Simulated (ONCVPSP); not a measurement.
**I: generating and testing an ONCV potential**

Aim: build the potential from the settings below, then test how well it stands in for the atom: other configurations, scattering, ghost states and the plane-wave cutoff that it needs.

The numbers are computed with ONCVPSP 4.0.1 (LDA (Perdew-Zunger), scalar-relativistic, spin-unpolarised reference atom).

## Step 1: The design

Typed settings, in words:

- element: iodine (I, Z = 53)
- type: optimised norm-conserving Vanderbilt (ONCV)
- frozen core: [Kr]
- valence charge: 17
- reference configuration: 4d10 5s2 5p5
- partial waves: 5s: rc 1.60 bohr, ncon 4, nbas 8, qcut 3.3 1/bohr, 2 projectors, debl 2.7 Ha; 5p: rc 1.95 bohr, ncon 4, nbas 8, qcut 4.9 1/bohr, 3 projectors, debl 0.7 Ha; 4d: rc 1.20 bohr, ncon 4, nbas 9, qcut 13.7 1/bohr, 1 projector
- local potential: polynomial inside 1.05 bohr (lpopt 5, dvloc0 0 Ha)
- core correction: polynomial model core, fcfact 0.65

The nodes and maxima of the atom's own shells, from an earlier all-electron run, set the scale for the radii.

All-electron outer shells of the reference configuration (LDA (Perdew-Zunger), scalar-relativistic, ld1.x):

```tsv
shell	level (eV)	outermost node (bohr)	outermost maximum (bohr)
4s	-180.16	0.37	0.68
4p	-127.33	0.37	0.72
4d	-50.33	0.35	0.78
5s	-17.65	0.88	1.70
5p	-7.25	0.96	2.02
```

## Step 2: The generation run

Input file I.dat:

```
# ATOM AND REFERENCE CONFIGURATION
# atsym  z   nc   nv     iexc    psfile
  I 53.00    8    3        3      upf
#
#   n    l    f
    1    0    2.00
    2    0    2.00
    2    1    6.00
    3    0    2.00
    3    1    6.00
    3    2   10.00
    4    0    2.00
    4    1    6.00
    4    2   10.00
    5    0    2.00
    5    1    5.00
#
# PSEUDOPOTENTIAL AND OPTIMIZATION
# lmax
    2
#
#   l,   rc,      ep,       ncon, nbas, qcut
    0    1.60    0.00    4    8    3.30
    1    1.95    0.00    4    8    4.90
    2    1.20    0.00    4    9   13.70
#
# LOCAL POTENTIAL
# lloc, lpopt,  rc(5),   dvloc0
    4    5    1.05    0.00
#
# VANDERBILT-KLEINMAN-BYLANDER PROJECTORs
# l, nproj, debl
    0    2    2.70
    1    3    0.70
    2    1    3.80
#
# MODEL CORE CHARGE
# icmod, fcfact, rcfact
    1    0.65    0.00
#
# LOG DERIVATIVE ANALYSIS
# epsh1, epsh2, depsh
   -3.00    5.00    0.02
#
# OUTPUT GRID
# rlmax, drl
    6.00    0.01
#
# TEST CONFIGURATIONS
# ncnf
    4
# nvcnf
#   n    l    f
    3
    4    2   10.00
    5    0    2.00
    5    1    4.00
#
    3
    4    2   10.00
    5    0    2.00
    5    1    3.00
#
    3
    4    2   10.00
    5    0    2.00
    5    1    2.00
#
    3
    4    2   10.00
    5    0    1.00
    5    1    6.00
#
```

Started as:

```sh
$ oncvpsp.x < I.dat > I.out
```

Before running it: what results should come out? Wanted: cutoffs for 1 and 0.1 mHa per electron, occupied waves; bound ghosts; GHOST(+) flags; largest test error; largest phase difference near zero energy, channels read; rms error of d²Exc/dn², without and with the model core.

The runs gave:

| quantity | value |
| --- | --- |
| cutoffs for 1 and 0.1 mHa per electron, occupied waves | 59 Ha and 69 Ha |
| bound ghosts | s at -122.98 eV, p at -106.64 eV |
| GHOST(+) flags | p at 53 eV, p at 699 eV, p at 1033 eV |
| largest test error (AE − PS) | -6.9 meV, for 4d10 5s2 5p2 |
| largest phase difference near zero energy, channels read | 0.000 rad |
| rms error of d²Exc/dn², without and with the model core | 5.74 and 0.51 mHa |

**Reading.** A bound ghost (s, p) makes it unfit for use: electrons can fall into a state that the atom doesn't have. By total energies transferability is good: the largest error is 6.9 meV on 61.0 eV, for 4d10 5s2 5p2. Atomic tests can pass in spite of a ghost, since they solve only for the levels asked. It counts as hard, with 59 Ha needed at the looser tolerance. At the looser tolerance the 4d wave is the slowest; 5s needs 24 Ha. Near zero energy the phases of the channels with partial waves agree within 0.001 rad. The program also flags highly localised states, GHOST(+) (p). All of this concerns the isolated atom, not yet a solid.
